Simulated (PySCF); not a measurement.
**HF/cc-pVTZ (density fitting with def2-universal-jkfit) run of GaHSCl2 (SMILES [SH][Ga]([Cl])[Cl])**

What is the vertical ionisation energy of GaHSCl2 at HF/cc-pVTZ (density fitting with def2-universal-jkfit)? The job is set up through a Python script.

The calculation is run with PySCF 2.14.0.

2 further runs of the same task are left out: 2 set aside as unsound or not needed.

## Step 1: Starting point

GaHSCl2: 5 atoms, total charge 0, spin state singlet. As SMILES, `[SH][Ga]([Cl])[Cl]`. The shape is that of a PBE0-D4/def2-TZVP optimisation.

Bond lengths: S1–Ga2 2.175 Å, Ga2–Cl3 2.121 Å, Ga2–Cl4 2.126 Å, S1–H5 1.345 Å. Angles: S1–Ga2–Cl3 120.2°, S1–Ga2–Cl4 121.4°, Cl3–Ga2–Cl4 118.4°, Ga2–S1–H5 92.3°.

## Step 2: A single-point energy at HF/cc-pVTZ (density fitting with def2-universal-jkfit)

File calc.py:

```python
from pyscf import gto

mol = gto.M(
    atom=[
    ('S', (0.072700, 1.687100, 0.391900)),
    ('Ga', (0.276600, -0.453100, 0.065500)),
    ('Cl', (1.930400, -1.504800, 0.876600)),
    ('Cl', (-1.158100, -1.543300, -1.063000)),
    ('H', (-1.071600, 1.740400, -0.312400)),
],
    verbose=3,
    basis='cc-pvtz',
    spin=0,
    charge=0,
    max_memory=1860,
)

mf = mol.RHF()
mf = mf.density_fit(auxbasis='def2-universal-jkfit')
mf.conv_tol = 1e-10
mf.kernel()
if not mf.converged:
    mf = mf.newton().run(mf.mo_coeff, mf.mo_occ)

energy = mf.e_tot
print('E(%s) = %.9f' % ('HF', energy))
```

Run with:

```sh
$ OMP_NUM_THREADS=1 python calc.py
```

The log of the run:

```text
converged SCF energy = -3240.62677127705
E(HF) = -3240.626771277
```

Wall time 5.1 s (1 thread of Arm Neoverse V2, shared host); peak memory 0.25 GiB.

## Step 3: The doublet cation at the same level

File run.py:

```python
from pyscf import gto

mol = gto.M(
    atom='''
S      0.072700     1.687100     0.391900
Ga     0.276600    -0.453100     0.065500
Cl     1.930400    -1.504800     0.876600
Cl    -1.158100    -1.543300    -1.063000
H     -1.071600     1.740400    -0.312400
''',
    max_memory=1860,
    verbose=3,
    spin=1,
    basis='cc-pvtz',
    charge=1,
)

mf = mol.UHF()
mf = mf.density_fit(auxbasis='def2-universal-jkfit')
mf.conv_tol = 1e-10
mf.kernel()
if not mf.converged:
    mf = mf.newton().run(mf.mo_coeff, mf.mo_occ)

energy = mf.e_tot
print('E(%s) = %.9f' % ('HF', energy))
```

Run with:

```sh
$ OMP_NUM_THREADS=1 python run.py
```

The log of the run:

```text
converged SCF energy = -3240.27519292671  <S^2> = 0.7635727  2S+1 = 2.013527
E(HF) = -3240.275192927
```

Run time: 12 s. Hardware: 1 thread of Arm Neoverse V2, shared host; peak memory 0.27 GiB.

## Step 4: Results

At HF/cc-pVTZ (density fitting with def2-universal-jkfit):

| quantity | value |
| --- | --- |
| singlet GaHSCl2: total energy | -3240.62677 Eh |
| singlet GaHSCl2: dipole moment | 1.42 D |
| singlet GaHSCl2: HOMO energy | -11.15 eV |
| singlet GaHSCl2: LUMO energy | 1.70 eV |
| singlet GaHSCl2: HOMO–LUMO gap | 12.85 eV |
| doublet cation: total energy | -3240.27519 Eh |
| doublet cation: HOMO energy (highest over α and β) | -17.01 eV |
| doublet cation: LUMO energy (lowest over α and β) | -8.21 eV |
| doublet cation: ⟨S²⟩ | 0.764 |
| vertical ionisation energy (to the doublet cation) | 9.567 eV |

The vertical ionisation energy comes to 9.57 eV (221 kcal/mol). −ε(HOMO) before ionisation, 11.15 eV, is 1.59 eV above this ionisation energy. Mulliken charges (singlet GaHSCl2) run from -0.29 on Cl4 to +0.69 on Ga2.
